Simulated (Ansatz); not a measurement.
Write a Python script for the Ansatz DFT code, driven from Python that makes an atomisation energy of CH7BOSi, SMILES COB[SiH3]. Level of theory (for the species named): B3LYP, cc-pVTZ basis, multiplicity 1.

```yaml
atoms:
  - { symbol: C, position_ang: [-1.3313, 1.0825, -0.4115] }
  - { symbol: O, position_ang: [-1.2049, 0.1915, 0.6147] }
  - { symbol: B, position_ang: [-0.3330, -0.8675, 0.1272] }
  - { symbol: Si, position_ang: [1.6848, -0.7386, 0.4619] }
  - { symbol: H, position_ang: [-0.4182, 1.6148, -0.7192] }
  - { symbol: H, position_ang: [-2.0646, 1.9390, -0.0658] }
  - { symbol: H, position_ang: [-1.8307, 0.6643, -1.3129] }
  - { symbol: H, position_ang: [-0.7058, -1.8068, -0.4014] }
  - { symbol: H, position_ang: [1.8596, -0.6444, 1.9547] }
  - { symbol: H, position_ang: [2.2771, -1.9432, -0.0517] }
  - { symbol: H, position_ang: [2.1323, 0.4516, -0.1753] }
```

The script, `tae.py`:
```python
from collections import Counter

import ansatz as az


def total_energy(molecule, charge=0, unpaired=0):
    calc = (
        molecule.calculation()
        .basis(gaussian="cc-pVTZ")
        .functional("B3LYP")
    )
    if charge:
        calc = calc.charge(charge)
    if unpaired:
        calc = calc.spin("collinear", total=unpaired)
    report = calc.run(threads=1).report
    if report["published_state_doubts"]:
        print("  doubts:", report["published_state_doubts"])
    return report["free_energy_ev"]

geometry_ang = [
    ("C", [-1.3313, 1.0825, -0.4115]),
    ("O", [-1.2049, 0.1915, 0.6147]),
    ("B", [-0.333, -0.8675, 0.1272]),
    ("Si", [1.6848, -0.7386, 0.4619]),
    ("H", [-0.4182, 1.6148, -0.7192]),
    ("H", [-2.0646, 1.939, -0.0658]),
    ("H", [-1.8307, 0.6643, -1.3129]),
    ("H", [-0.7058, -1.8068, -0.4014]),
    ("H", [1.8596, -0.6444, 1.9547]),
    ("H", [2.2771, -1.9432, -0.0517]),
    ("H", [2.1323, 0.4516, -0.1753]),
]
mol = az.Crystal.molecule()
for symbol, xyz in geometry_ang:
    mol = mol.atom(symbol, xyz)

unpaired = {"C": 2, "O": 2, "B": 1, "Si": 2, "H": 1}
counts = Counter(site.symbol for site in mol.cartesian_sites)
atom_energy = {s: total_energy(az.Crystal.molecule().atom(s, (0, 0, 0)), 0, unpaired[s]) for s in counts}
whole = total_energy(mol, 0, 0)
for s, e in atom_energy.items():
    print(f"{s:2s} x{counts[s]}  {e:14.5f} eV")
print(f"CH7BOSi: {whole:.5f} eV")
split = sum(counts[s] * e for s, e in atom_energy.items()) - whole
print(f"atomisation energy (no zero-point term): {23.060548 * split:.1f} kcal/mol, {split / sum(counts.values()):.3f} eV an atom")
```

```console
$ python tae.py
C  x1     -1030.18427 eV
O  x1     -2043.35363 eV
B  x1      -671.13503 eV
Si x1     -7874.87526 eV
H  x7       -13.66437 eV
CH7BOSi: -11753.70698 eV
atomisation energy (no zero-point term): 888.0 kcal/mol, 3.501 eV an atom
```

888.0 kcal/mol from the electronic energies, without the zero-point term.

Reading the output:
- Total energies depend on the basis set; only differences at equal settings carry meaning.
- The geometry is a force-field or estimated start, not a minimum of this method, and the basis set is short of its limit. All parts are taken at fixed geometry, without zero-point energy.
- b3lyp holds the VWN-RPA fit, as in Gaussian; the form of ORCA and Turbomole is b3lyp5.
- For Al to Cl the sets with a tight d function, cc-pV(X+d)Z, are usual.
- Wall time of the script: 12 s on 1 thread of Arm Neoverse N1 (shared host), peak memory 0.42 GiB.

(Lines on the test bed's own set-up are left out of the output.)
